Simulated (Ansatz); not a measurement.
**C₂H₄AlFS: a ladder of functionals and wavefunction methods**

One table from this session's results is given with a row withheld; the runs are named, their logs left out.

Program: Ansatz 0.2.0, Gaussian basis. Level of theory: functionals in def2-TZVPP, the program's frozen cores in correlated methods. These are calculated values, not measurements.

Plan: PBE-D4, r2SCAN-D4, PBE0-D4, B3LYP-D4, ωB97X-V, ωB97M-V, B2PLYP; CCSD(T)/def2-TZVPP; MP2/def2-QZVPP; extrapolation to the limit.

## Structure used throughout

An earlier PBE0-D4 in a triple-zeta def2 set relaxation fixed the geometry.

9 atoms, charge 0, spin multiplicity 1.

Atoms are counted from 1 here; the program's logs count them from 0.

Bond lengths: F1–C2 1.354 Å, C2–S3 1.870 Å, C2–C4 1.524 Å, C2–Al5 1.902 Å, S3–Al5 2.427 Å, S3–H6 1.347 Å, C4–Al5 1.954 Å, C4–H7 1.093 Å, C4–H8 1.092 Å, Al5–H9 1.571 Å. Angles: F1–C2–S3 113.2°, F1–C2–C4 120.3°, F1–C2–Al5 159.7°, S3–C2–C4 102.1°, S3–C2–Al5 80.1°, C4–C2–Al5 68.5°, C2–S3–Al5 50.5°, C2–S3–H6 97.6°, Al5–S3–H6 98.2°, C2–C4–Al5 64.9°, C2–C4–H7 119.8°, C2–C4–H8 109.5°, Al5–C4–H7 130.2°, Al5–C4–H8 112.7°, H7–C4–H8 110.9°, C2–Al5–S3 49.4°, C2–Al5–C4 46.5°, C2–Al5–H9 154.7° and more.

Set-up of the first run:

in.yaml

```yaml
crystal:
  periodic: [false, false, false]
  atoms:
    - {symbol: F, position_ang: [0.625822, 0.821949, -1.811329]}
    - {symbol: C, position_ang: [0.161363, 0.337789, -0.635135]}
    - {symbol: S, position_ang: [1.020641, 1.072855, 0.853810]}
    - {symbol: C, position_ang: [0.228386, -1.155123, -0.338314]}
    - {symbol: Al, position_ang: [-1.068292, -0.156478, 0.729629]}
    - {symbol: H, position_ang: [0.515844, 2.318058, 0.755260]}
    - {symbol: H, position_ang: [1.179974, -1.609425, -0.050378]}
    - {symbol: H, position_ang: [-0.237264, -1.710632, -1.155137]}
    - {symbol: H, position_ang: [-2.338074, 0.034708, 1.634496]}
basis:
  gaussian: {orbitals: def2-TZVPP}
hamiltonian: {xc: pbe, dispersion: d4}
output: {forces: true, orbitals: {seedname: orbitals}}
```

Started as:

```
$ ansatz run in.yaml --threads 4 --pin off --events-out ev --progress --plain --max-ram 10444MiB
```

Steps of the session up to this table: PBE-D4 (GGA); r2SCAN-D4 (meta-GGA); PBE0-D4 (hybrid); B3LYP-D4 (hybrid); ωB97X-V (range-separated); ωB97M-V (range-separated); B2PLYP (double hybrid); CCSD(T) in def2-TZVPP; MP2 in def2-QZVPP.

One table of the session follows, with a row left open; its other results are not shown here.

| method | atomisation energy (kJ/mol) |
| --- | --- |
| PBE-D4 | 3129.8 |
| r2SCAN-D4 | 3059.7 |
| PBE0-D4 | 3050.1 |
| B3LYP-D4 | 3003.7 |
| ωB97X-V | 3039.8 |
| ωB97M-V | ? |
| B2PLYP | 2972.6 |
| HF/def2-TZVPP | 2065.9 |
| MP2/def2-TZVPP | 3007.1 |
| CCSD/def2-TZVPP | 2860.5 |
| CCSD(T)/def2-TZVPP | 2927.0 |
| MP2/CBS | 3101.3 |
| CCSD(T)/CBS | 3021.2 |

Q: Estimate the row for ωB97M-V from the others.

**Answer.** atomisation energy (kJ/mol): 3043.5. In the column «atomisation energy (kJ/mol)» it lies between ωB97X-V (3039.8) and PBE0-D4 (3050.1).
